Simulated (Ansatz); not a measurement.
**WH2O4 (tungstic acid): levels of theory compared**

Aim: a comparison of 6 runs (B3LYP/def2-SVP, BLYP/def2-SVP, CAM-B3LYP/def2-SVP, SVWN5/def2-SVP, r2SCAN/def2-SVP, wB97X/def2-SVP) of WH2O4 (tungstic acid). 

The results are computed with Ansatz 0.2.0.

## Step 1: The molecule

WH2O4 has 7 atoms, charge 0, and is taken as a singlet. SMILES: `[O]=[W](=[O])([OH])[OH]`. One bond was lengthened or shortened from a relaxed shape.

Bond lengths: O1–W2 1.704 Å, W2–O3 2.556 Å, W2–O4 1.881 Å, W2–O5 1.881 Å, O4–H6 0.960 Å, O5–H7 0.960 Å. Angles: O1–W2–O3 108.9°, O1–W2–O4 109.9°, O1–W2–O5 108.7°, O3–W2–O4 108.7°, O3–W2–O5 109.9°, O4–W2–O5 110.7°, W2–O4–H6 125.0°, W2–O5–H7 125.0°.

## Step 2: The energy at B3LYP/def2-SVP (core potential) (run 1)

File molecule.yaml:

```yaml
crystal:
  periodic: [false, false, false]
  atoms:
    - {symbol: O, position_ang: [-1.862011, 1.110565, -0.586837]}
    - {symbol: W, position_ang: [-0.530981, 0.053115, -0.464917]}
    - {symbol: O, position_ang: [0.838560, 0.682730, 1.599940]}
    - {symbol: O, position_ang: [-1.135511, -1.717685, -0.270787]}
    - {symbol: O, position_ang: [0.524389, 0.231205, -2.011967]}
    - {symbol: H, position_ang: [-2.045461, -2.003185, -0.378397]}
    - {symbol: H, position_ang: [1.471879, 0.383995, -2.016827]}
basis:
  gaussian: {orbitals: def2-SVP}
hamiltonian: {xc: {name: B3LYP}}
accuracy: high
output: {orbitals: {seedname: orbitals}}
```

Command:

```
ansatz run molecule.yaml --threads 1 --pin off --max-ram 3480MiB --events-out events.jsonl --progress --plain --runs-dir runs
```

Log:

```text
Warning: RAYON_NUM_THREADS=1 ignored (pool sized by the plan → 1); use --threads N
Functional definition: B3LYP
  name "B3LYP"
  parameter a0 = 0.2
  parameter ax = 0.72
  parameter ac = 0.81
  exchange = (1 - a0 - ax)*slater_x + ax*b88_x + a0*exact_x
  correlation = (1 - ac)*vwn_rpa_c + ac*lyp_c
2146 factors; integrals over basis functions are off by at most 1.3e-8 eV
mean field evaluation 1: about -10002.0496 eV, gradient 1.3e2 eV
mean field evaluation 2: about -9580.1231 eV, gradient 3.5e2 eV
mean field evaluation 4: about -9845.7684 eV, gradient 1.9e2 eV
mean field evaluation 8: about -10031.0555 eV, gradient 5.9e1 eV
mean field evaluation 16: about -10039.8064 eV, gradient 1.9e-1 eV
mean field -10039.80676983 eV, -368.9560935658 hartree, gradient 4.6e-8 eV, S^2 0.000000; 0 other end points of the search recorded, 0 dependent functions left out
reference -10039.80681283 eV, -368.9560951458 hartree; 24, 24 occupied and 74, 74 virtual orbitals, 2146 factors
Total energy: -10039.80681283 eV, -368.9560951458 hartree
```

It took 13 s on 1 thread of Arm Neoverse V1, shared host; peak memory 0.36 GiB.

## Step 3: The energy at BLYP/def2-SVP (core potential) (run 2)

molecule.yaml, as its differences from that of step 2:

```diff
@@ -12,4 +12,5 @@
   gaussian: {orbitals: def2-SVP}
-hamiltonian: {xc: {name: B3LYP}}
+output: {orbitals: {seedname: orbitals}}
 accuracy: high
-output: {orbitals: {seedname: orbitals}}
+total_charge: 0
+hamiltonian: {xc: {name: BLYP}}
```

Command:

```
ansatz run molecule.yaml --threads 1 --pin off --max-ram 3480MiB --events-out events.jsonl --progress --plain --runs-dir runs
```

Log:

```text
Warning: RAYON_NUM_THREADS=1 ignored (pool sized by the plan → 1); use --threads N
Functional definition: BLYP
  name "BLYP"
  parameter beta = 0.0042
  parameter a = 0.04918
  parameter b = 0.132
  parameter c = 0.2533
  parameter d = 0.349
  exchange = b88_x(beta = beta)
  correlation = lyp_c(a = a, b = b, c = c, d = d)
2146 factors; integrals over basis functions are off by at most 1.3e-8 eV
mean field evaluation 1: about -9995.7856 eV, gradient 1.4e2 eV
mean field evaluation 2: about -9440.1670 eV, gradient 3.5e2 eV
mean field evaluation 4: about -9896.6379 eV, gradient 2.0e2 eV
mean field evaluation 8: about -10039.2792 eV, gradient 2.0e0 eV
mean field evaluation 16: about -10039.3483 eV, gradient 1.3e-7 eV
mean field evaluation 32: about -10037.5645 eV, gradient 1.4e1 eV
mean field -10039.34830295 eV, -368.9392452189 hartree, gradient 2.8e-8 eV, S^2 0.000000; 3 other end points of the search recorded, 0 dependent functions left out
reference -10039.34836018 eV, -368.9392473221 hartree; 24, 24 occupied and 74, 74 virtual orbitals, 2146 factors
Total energy: -10039.34836018 eV, -368.9392473221 hartree
```

Run time: 13 s. Hardware: 1 thread of Arm Neoverse V1, shared host; peak memory 0.27 GiB.

Runs 3 to 5 aren't shown in full; the table further down has their settings and results.

## Step 4: The energy at wB97X/def2-SVP (core potential) (run 6)

File in.yaml:

```yaml
crystal:
  periodic: [false, false, false]
  atoms:
    - {symbol: O, position_ang: [-1.862011, 1.110565, -0.586837]}
    - {symbol: W, position_ang: [-0.530981, 0.053115, -0.464917]}
    - {symbol: O, position_ang: [0.838560, 0.682730, 1.599940]}
    - {symbol: O, position_ang: [-1.135511, -1.717685, -0.270787]}
    - {symbol: O, position_ang: [0.524389, 0.231205, -2.011967]}
    - {symbol: H, position_ang: [-2.045461, -2.003185, -0.378397]}
    - {symbol: H, position_ang: [1.471879, 0.383995, -2.016827]}
basis:
  gaussian:
    orbitals: def2-SVP
hamiltonian:
  xc: {name: wB97X}
accuracy: high
output: {orbitals: {seedname: orbitals}}
```

Command:

```
ansatz run in.yaml --threads 1 --pin off --max-ram 3480MiB --events-out events.jsonl --progress --plain --runs-dir runs
```

Log, cut to the lines that bear on the results:

```text
Warning: RAYON_NUM_THREADS=1 ignored (pool sized by the plan → 1); use --threads N
Functional definition: wB97X
  name "wB97X"
[...]
      + exact_x_lr(omega)
[...]
      + integral(e_c_pw_opposite_spin*poly(b97_u_opposite, 1, cos1, cos2, cos3, cos4))
2146 factors; integrals over basis functions are off by at most 1.3e-8 eV
402 factors; integrals over basis functions are off by at most 1.9e-9 eV
[...]
mean field -10036.34829907 eV, -368.8289971097 hartree, gradient 8.3e-8 eV, S^2 0.000000; 0 other end points of the search recorded, 0 dependent functions left out
reference -10036.34829431 eV, -368.8289969348 hartree; 24, 24 occupied and 74, 74 virtual orbitals, 2146 factors
Total energy: -10036.34829431 eV, -368.8289969348 hartree
```

It took 66 s on 1 thread of Arm Neoverse V1, shared host; peak memory 0.68 GiB.

## Step 5: Overview of the runs

| run | level | energy (Eh) | HOMO energy (eV) | LUMO energy (eV) | HOMO–LUMO gap (eV) | wall time |
| --- | --- | --- | --- | --- | --- | --- |
| 1 | B3LYP/def2-SVP (core potential) | -368.956095 | -6.34 | -3.70 | 2.64 | 13 s |
| 2 | BLYP/def2-SVP (core potential) | -368.939247 | -4.97 | -3.91 | 1.06 | 13 s |
| 3 | CAM-B3LYP/def2-SVP (core potential) | -368.760277 | -7.92 | -2.48 | 5.44 | 17 s |
| 4 | SVWN5/def2-SVP (core potential) | -366.734804 | -5.30 | -4.24 | 1.06 | 7.8 s |
| 5 | r2SCAN/def2-SVP (core potential) | -368.841499 | -5.39 | -4.13 | 1.26 | 25 s |
| 6 | wB97X/def2-SVP (core potential) | -368.828997 | -8.87 | -1.49 | 7.38 | 66 s |

## Step 6: Results

| quantity | value |
| --- | --- |
| run 6: total energy | -368.82900 Eh |
| run 6: HOMO energy | -8.87 eV |
| run 6: LUMO energy | -1.49 eV |
| run 6: HOMO–LUMO gap | 7.38 eV |

What this shows: The HOMO–LUMO gap runs from 1.06 eV (SVWN5/def2-SVP) to 7.38 eV (wB97X/def2-SVP). Totals of different functionals can't be ranked against each other. All runs together took 2.3 min, the longest 66 s.
